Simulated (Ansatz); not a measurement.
Wanted: the native input for an Ansatz 0.2.0 run.

```
Task                                : band structure
Functional                          : PBE
Potentials or basis                 : Ansatz PAW
Cutoff                              : 420 eV (not typed: the program's choice for these potentials)
k mesh                              : 6 × 6 × 7
Occupations                         : fermi-dirac, width 0.05 eV
Spin                                : non-collinear spin, ferromagnetic start, spin-orbit coupling
Starting moments                    : [[0.0, 0.0, 0.0], [0.0, 0.0, 0.0], [0.0, 0.0, 0.0], [1.155, 1.155, 1.155], [1.155, 1.155, 1.155], [1.155, 1.155, 1.155]] μB
Path                                : [["G", "M", "K", "G", "A", "L", "H", "A"], ["L", "M"], ["K", "H"]]
Points for each segment of the path : 14
```

The system is CoSn.

```
CELL_PARAMETERS angstrom
5.24604 0.00000 0.00000
-2.62302 4.54320 0.00000
0.00000 0.00000 4.18759
ATOMIC_POSITIONS crystal
Sn 0.00000 0.00000 0.00000
Sn 0.33333 0.66667 0.50000
Sn 0.66667 0.33333 0.50000
Co 0.50000 0.00000 0.00000
Co 0.50000 0.50000 0.00000
Co 0.00000 0.50000 0.00000
```

The cell is a database's computed one.

One way to write it, as run:

input.yaml

```yaml
crystal:
  lattice:
    - [5.2460399276, 0.0, 0.0]
    - [-2.6230199638, 4.5432038466, 0.0]
    - [0.0, 0.0, 4.1875903]
  atoms:
    - { symbol: Sn, position: [0.0, 0.0, 0.0] }
    - { symbol: Sn, position: [0.3333333333, 0.6666666667, 0.5] }
    - { symbol: Sn, position: [0.6666666667, 0.3333333333, 0.5] }
    - { symbol: Co, position: [0.5, 0.0, 0.0], spin: 2.001, spin_axis: [1.155, 1.155, 1.155] }
    - { symbol: Co, position: [0.5, 0.5, 0.0], spin: 2.001, spin_axis: [1.155, 1.155, 1.155] }
    - { symbol: Co, position: [0.0, 0.5, 0.0], spin: 2.001, spin_axis: [1.155, 1.155, 1.155] }
hamiltonian:
  xc: pbe
  pseudopotentials: { kind: paw_fr }
magnetization:
  noncollinear: true
  spin_orbit: true
kpoints:
  mp_grid: { grid: [6, 6, 7] }
  band_path:
    path:
      - [[0.0, 0.0, 0.0], [0.5, 0.0, 0.0], [0.3333333333, 0.3333333333, 0.0], [0.0, 0.0, 0.0], [0.0, 0.0, 0.5], [0.5, 0.0, 0.5], [0.3333333333, 0.3333333333, 0.5], [0.0, 0.0, 0.5]]
      - [[0.5, 0.0, 0.5], [0.5, 0.0, 0.0]]
      - [[0.3333333333, 0.3333333333, 0.0], [0.3333333333, 0.3333333333, 0.5]]
    npoints: 14
scf:
  occupations: { method: fermi_dirac, width: 0.05 }
  n_extra_bands: 15
output:
  forces: true
  stress: true
  eigenvalues: true
  fatbands: false
  write_density: true
  write_potential: true
  elf: true
  volumetric_format: npy
```

Potentials or basis: Ansatz PAW.

Run with:

```console
$ ansatz run input.yaml --threads 2 --pin off --max-ram 5632MiB --backend cpu --events-out ev --progress --plain --runs-dir out
```

It gave:

| Property | Result |
| --- | --- |
| Pressure | 4.0 GPa |
| Band gap on the k mesh | none (metal or under the smearing width) |
| Net moment | 0.00 μB per cell |
| Absolute moment | 0.00 μB per cell |

Caveat: the starting moments weren't kept; the thresholds are loose for stress.

It took 16 min on 2 threads of Arm Neoverse V2 (shared host), peak memory 2.4 GiB.
